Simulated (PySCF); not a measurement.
# C₃H₈N₂OSi: runs on many settings, part 2 of 2

PySCF 2.14.0. Atoms count from 0. The steps go on from the part before.

### Step 5. TDDFT and polarisability: BP86/Sadlej pVTZ

What the job is given:

```
{"job": {"kind": "uv", "xc": "BP86", "basis": "Sadlej pVTZ", "nstates": 6, "ntriplets": 0, "tda": false, "scf": {"conv": 1e-06}}, "charge": 0, "multiplicity": 1}
C      2.344658     0.384201    -0.851684
C      1.251168    -0.438596    -0.189225
O      0.154191     0.386324     0.090029
Si    -1.230757     0.054641     0.845586
N     -2.065989    -1.249732     0.092801
C     -2.064770     1.724715     0.695269
N     -2.648411     2.707762     0.634064
H      3.187323    -0.252740    -1.105877
H      2.679280     1.167621    -0.176927
H      1.962182     0.848773    -1.756813
H      1.620291    -0.883349     0.742473
H      0.933046    -1.253969    -0.849686
H     -1.106481    -0.307621     2.255205
H     -2.073046    -1.319492    -0.913154
H     -2.947098    -1.560547     0.466027
```

Level: TDDFT BP86/Sadlej pVTZ, vertical, gas phase, core orbitals frozen in the response.

Standard output:

```text
final grid: 121720 points
cycle   1  E = -593.2987186865  dE =  7.616e-01  |g| = 9.621e-01  |ddm| = 2.888e+01
cycle   2  E = -592.5140914732  dE =  7.846e-01  |g| = 2.137e+00  |ddm| = 6.512e+00
cycle   3  E = -593.4624109907  dE = -9.483e-01  |g| = 3.733e-01  |ddm| = 3.567e+00
cycle   4  E = -593.4837875217  dE = -2.138e-02  |g| = 2.164e-01  |ddm| = 1.360e+00
cycle   5  E = -593.4918703518  dE = -8.083e-03  |g| = 1.109e-01  |ddm| = 5.374e-01
cycle   6  E = -593.4944358747  dE = -2.566e-03  |g| = 2.544e-02  |ddm| = 2.329e-01
cycle   7  E = -593.4945785590  dE = -1.427e-04  |g| = 7.379e-03  |ddm| = 9.364e-02
cycle   8  E = -593.4945909891  dE = -1.243e-05  |g| = 1.657e-03  |ddm| = 2.795e-02
cycle   9  E = -593.4945916284  dE = -6.393e-07  |g| = 3.998e-04  |ddm| = 8.022e-03
converged SCF energy = -593.4945916284

Static polarisability (au): isotropic 82.361, principal 68.560 82.002 96.520

Singlet excitations
state   eV       nm        f      main configurations
  1   5.6078    221.1   0.00229   H->L+1 0.79, H->L 0.21
  2   5.7174    216.9   0.05701   H->L 0.76, H->L+1 0.21
  3   5.9220    209.4   0.00716   H-1->L 0.93
  4   6.0310    205.6   0.02196   H-1->L+1 0.93
  5   6.4272    192.9   0.00448   H->L+2 0.89, H-2->L 0.08
  6   6.4511    192.2   0.00659   H-2->L 0.90
```

Wall time 2 min (1 thread of Intel Xeon at 2.50GHz, shared host); peak memory 0.75 GiB.

In short: HOMO -6.91 eV, LUMO -1.41 eV; lowest singlet 5.61 eV.

### Step 6. J couplings: HF/6-31++G**

Settings changed since step 5:

```diff
@@ -1,2 +1,2 @@
-{"job": {"kind": "uv", "xc": "BP86", "basis": "Sadlej pVTZ", "nstates": 6, "ntriplets": 0, "tda": false, "scf": {"conv": 1e-06}}, "charge": 0, "multiplicity": 1}
+{"job": {"kind": "j", "xc": "HF", "basis": "6-31++G**"}, "charge": 0, "multiplicity": 1}
 C      2.344658     0.384201    -0.851684
```

With the program's defaults for keys left out, this is: HF/6-31++G** indirect spin-spin coupling, non-relativistic, gas phase.

Standard output:

```text
final grid: 121720 points
cycle   1  E = -590.9118048575  dE =  1.071e+00  |g| = 6.750e-01  |ddm| = 3.800e+00
cycle   2  E = -591.0002815214  dE = -8.848e-02  |g| = 4.377e-01  |ddm| = 1.276e+00
cycle   3  E = -591.0383860869  dE = -3.810e-02  |g| = 9.322e-02  |ddm| = 4.472e-01
cycle   4  E = -591.0408908801  dE = -2.505e-03  |g| = 3.763e-02  |ddm| = 1.754e-01
cycle   5  E = -591.0412139927  dE = -3.231e-04  |g| = 7.152e-03  |ddm| = 6.024e-02
cycle   6  E = -591.0412322568  dE = -1.826e-05  |g| = 2.627e-03  |ddm| = 1.673e-02
cycle   7  E = -591.0412346367  dE = -2.380e-06  |g| = 8.403e-04  |ddm| = 6.804e-03
cycle   8  E = -591.0412349150  dE = -2.783e-07  |g| = 2.609e-04  |ddm| = 2.095e-03
cycle   9  E = -591.0412349597  dE = -4.471e-08  |g| = 1.016e-04  |ddm| = 7.720e-04
cycle  10  E = -591.0412349708  dE = -1.109e-08  |g| = 5.595e-05  |ddm| = 2.835e-04
cycle  11  E = -591.0412349754  dE = -4.631e-09  |g| = 2.654e-05  |ddm| = 1.786e-04
cycle  12  E = -591.0412349766  dE = -1.175e-09  |g| = 6.648e-06  |ddm| = 1.053e-04
cycle  13  E = -591.0412349767  dE = -4.684e-11  |g| = 1.681e-06  |ddm| = 2.579e-05
converged SCF energy = -591.0412349767

Indirect spin-spin couplings (Hz)
  i      j    bonds     total        FC       PSO       DSO        SD
  0 C    1 C    1     71.943    72.145    -0.399     0.198         -
  0 C    2 O    2     -4.673    -4.761     0.107    -0.019         -
  0 C    3 Si   3     -3.661    -3.590    -0.070     0.055    -0.056
  0 C    7 H    1    163.077   161.487     0.984     0.606         -
  0 C    8 H    1    169.462   167.968     0.858     0.637         -
  0 C    9 H    1    169.875   168.379     0.854     0.641         -
  0 C   10 H    2     -8.745    -8.671     0.114    -0.188         -
  0 C   11 H    2     -8.641    -8.567     0.110    -0.184         -
  0 C   14 H    5     -0.166    -0.055     0.193    -0.303         -
  1 C    2 O    1    -10.773    -9.491    -1.119    -0.164         -
  1 C    3 Si   2      1.217     0.997     0.177     0.041     0.002
  1 C    4 N    3      0.012     0.012    -0.007     0.002     0.005
  1 C    5 C    3      2.823     2.854     0.027    -0.059         -
  1 C    7 H    2     -5.948    -6.027     0.197    -0.118         -
  1 C    8 H    2    -13.292   -13.245     0.066    -0.113         -
  1 C    9 H    2    -13.330   -13.296     0.079    -0.112         -
  1 C   10 H    1    185.876   184.742     0.143     0.991         -
  1 C   11 H    1    187.069   185.946     0.126     0.997         -
  1 C   12 H    3     -0.527    -0.425     0.047    -0.148         -
  1 C   14 H    4     -0.278    -0.124     0.214    -0.368         -
  2 O    3 Si   1     25.308    30.698    -5.563     0.075     0.097
  2 O    4 N    2      1.840     1.941    -0.141    -0.008     0.049
  2 O    5 C    2     -6.804    -6.727    -0.042    -0.036         -
  2 O    6 N    3      2.544     2.564     0.042    -0.011    -0.051
  2 O    7 H    3    -11.791   -11.925    -0.080     0.213         -
  2 O    8 H    3     -1.322    -1.196    -0.056    -0.071         -
  2 O    9 H    3     -1.812    -1.676    -0.050    -0.087         -
  2 O   10 H    2     -1.042    -0.522    -0.548     0.028         -
  2 O   11 H    2     -1.224    -0.701    -0.544     0.020         -
  2 O   12 H    2     -6.333    -6.609     0.083     0.193         -
  2 O   13 H    3      0.261     0.208     0.052     0.001         -
  2 O   14 H    3     -2.488    -2.759    -0.062     0.333         -
  3 Si   4 N    1     31.235    33.308    -2.352     0.043     0.236
  3 Si   5 C    1   -134.992  -135.804     0.707    -0.153     0.258
  3 Si   6 N    2    -12.982   -14.922     0.792    -0.029     1.178
  3 Si   7 H    4     -1.676    -1.724    -0.162     0.235    -0.025
  3 Si   8 H    4      0.538     0.522    -0.107     0.158    -0.036
  3 Si   9 H    4      0.526     0.514    -0.118     0.171    -0.040
  3 Si  10 H    3     -0.316    -0.447     0.113     0.034    -0.017
  3 Si  11 H    3      0.085    -0.066     0.088     0.071    -0.008
  3 Si  12 H    1   -251.216  -251.383     0.924    -0.433    -0.324
  3 Si  13 H    2      8.322     7.367     0.615     0.287     0.053
  3 Si  14 H    2      1.304     0.591     0.451     0.299    -0.036
  4 N    5 C    2     -2.046    -1.952     0.040     0.005    -0.139
  4 N    6 N    3      0.556     0.637     0.016    -0.012    -0.086
  4 N   12 H    2    -10.994   -11.154     0.071     0.083     0.006
  4 N   13 H    1    -89.701   -86.501    -2.611    -0.325    -0.264
  4 N   14 H    1    -90.963   -87.726    -2.627    -0.313    -0.297
  5 C    6 N    1    -95.843   -78.039    -2.112     0.002   -15.694
  5 C   10 H    4     -0.816    -0.697     0.104    -0.223         -
  5 C   11 H    4     -0.709    -0.598     0.102    -0.214         -
  5 C   12 H    2     19.497    19.681    -0.123    -0.061         -
  5 C   13 H    3     -1.920    -1.869     0.034    -0.085         -
  5 C   14 H    3     -1.957    -1.911     0.019    -0.065         -
  6 N   12 H    3     -2.405    -2.410    -0.242     0.139     0.108
  6 N   13 H    4      0.386     0.310    -0.068     0.095     0.049
  6 N   14 H    4      0.238     0.210    -0.051     0.085    -0.006
  7 H    8 H    2    -29.143   -28.486     2.128    -2.785         -
  7 H    9 H    2    -29.315   -28.659     2.117    -2.773         -
  7 H   10 H    3      2.520     2.590     0.417    -0.487         -
  7 H   11 H    3      3.049     3.075     0.338    -0.364         -
  7 H   12 H    5     -0.327     0.018     0.543    -0.888         -
  7 H   14 H    6     -0.279     0.087     0.663    -1.030         -
  8 H    9 H    2    -29.123   -28.559     2.029    -2.592         -
  8 H   10 H    3      6.709     6.745     0.325    -0.361         -
  8 H   11 H    3     15.067    15.994     1.888    -2.816         -
  8 H   12 H    5     -0.233    -0.006     0.246    -0.473         -
  8 H   13 H    6     -0.292    -0.002     0.525    -0.816         -
  8 H   14 H    6     -0.422     0.039     0.705    -1.166         -
  9 H   10 H    3     14.735    15.665     1.900    -2.830         -
  9 H   11 H    3      5.865     5.933     0.384    -0.452         -
  9 H   12 H    5     -0.507     0.042     0.623    -1.171         -
  9 H   14 H    6     -0.378     0.010     0.630    -1.018         -
 10 H   11 H    2    -24.162   -23.869     1.603    -1.896         -
 10 H   12 H    4      0.314     0.036    -0.424     0.703         -
 10 H   13 H    5     -0.301    -0.006     0.514    -0.809         -
 10 H   14 H    5     -0.475     0.018     0.708    -1.201         -
 11 H   12 H    4     -0.372     0.189     0.434    -0.995         -
 11 H   13 H    5      0.497    -0.047    -0.909     1.453         -
 11 H   14 H    5     -0.536    -0.176     0.715    -1.075         -
 12 H   13 H    3      7.981     9.538     1.444    -3.001         -
 12 H   14 H    3     -1.441    -1.188     0.260    -0.513         -
 13 H   14 H    2    -21.799   -21.686     4.571    -4.684         -
```

Wall time 50 s (1 thread of Intel Xeon at 2.50GHz, shared host); peak memory 0.74 GiB.

A normal end doesn't make this result sound: the reference is near a triplet instability, so Fermi-contact and spin-dipole terms are unreliable. Its HOMO lies at -11.89 eV, against -8.23 eV in step 2 (PBE0/pcSseg-1), a different level, so the two don't compare directly.

### Step 7. Side by side: NMR shifts

Isotropic shieldings (ppm) of some atoms, chosen among heavy atoms and hydrogens apart, with basis size and wall time:

```csv
run,C5,H11,H10,O2,Si3,N6,N4,functions,time
PBE0/pcSseg-1,60.0,27.61,27.70,288.8,406.4,-79.0,240.7,166,53 s
B97-D/STO-3G in methanol,139.3,30.75,30.87,410.5,560.1,59.0,317.0,47,19 s
```

### Step 8. Side by side: electronic excitations

Excitations and ground-state properties, with basis size and wall time:

```csv
run,lowest singlet (eV),brightest (eV),f,gap (eV),α (Å³),μ (D),functions,time
PBE0/def2-SVPD,6.65,6.69,0.052,7.98,11.20,4.66,211,73 s
BP86/Sadlej pVTZ,5.61,5.72,0.057,5.50,12.20,4.60,248,2 min
```

### Step 9. Outcome

What follows sums up all 2 parts.

| quantity | value |
| --- | --- |
| ¹³C shifts against TMS (PBE0/pcSseg-1) | 126.9, 62.5, 20.3 ppm |
| ¹H shifts against TMS (PBE0/pcSseg-1, means over atoms taken as alike) | 4.81, 4.10, 4.02, 1.41, 0.87 ppm |
| ¹⁷O shifts against H2O (PBE0/pcSseg-1) | 47.3 ppm |
| ²⁹Si shifts against TMS (PBE0/pcSseg-1) | -57.3 ppm |
| ¹⁵N shifts against NH3 (PBE0/pcSseg-1) | 346.7, 27.0 ppm |
| lowest singlet (PBE0/def2-SVPD) | 6.65 eV (186 nm), f = 0.012 |
| brightest single state of those computed | state 2, 6.69 eV, f = 0.052 |
| lowest triplet | 5.89 eV |
| range of the shielding of Si3 | 406.4 to 560.1 ppm |
| range of the lowest singlet | 5.61 to 6.65 eV |
| property runs in this session | 5, of which 0 failed and 2 gave unsound results |

**Reading.** Single values in the summary come from the first run of each kind that ended normally (PBE0/pcSseg-1; PBE0/def2-SVPD), which need not be the best level. At PBE0/pcSseg-1: The widest tensor belongs to N6: span 572 ppm, with a paramagnetic part of -417 ppm. The first singlet state (HOMO→LUMO+1 0.97) lies at 6.65 eV and is weak; of the 6 states computed, the strongest absorption comes from state 2 at 6.69 eV. The lowest triplet lies 0.76 eV below the lowest singlet (triplets in Tamm-Dancoff, singlets in full TDDFT). Across the 2 runs the shielding of Si3 moves most, between 406.4 (PBE0/pcSseg-1) and 560.1 ppm (B97-D/STO-3G in methanol). A minimal basis is unusable for shieldings, so that end is no result. The lowest singlet runs from 5.61 eV (BP86/Sadlej pVTZ) to 6.65 eV (PBE0/def2-SVPD), while the orbital gap spans 5.50 to 7.98 eV. The lowest state need not be the same one in every run.
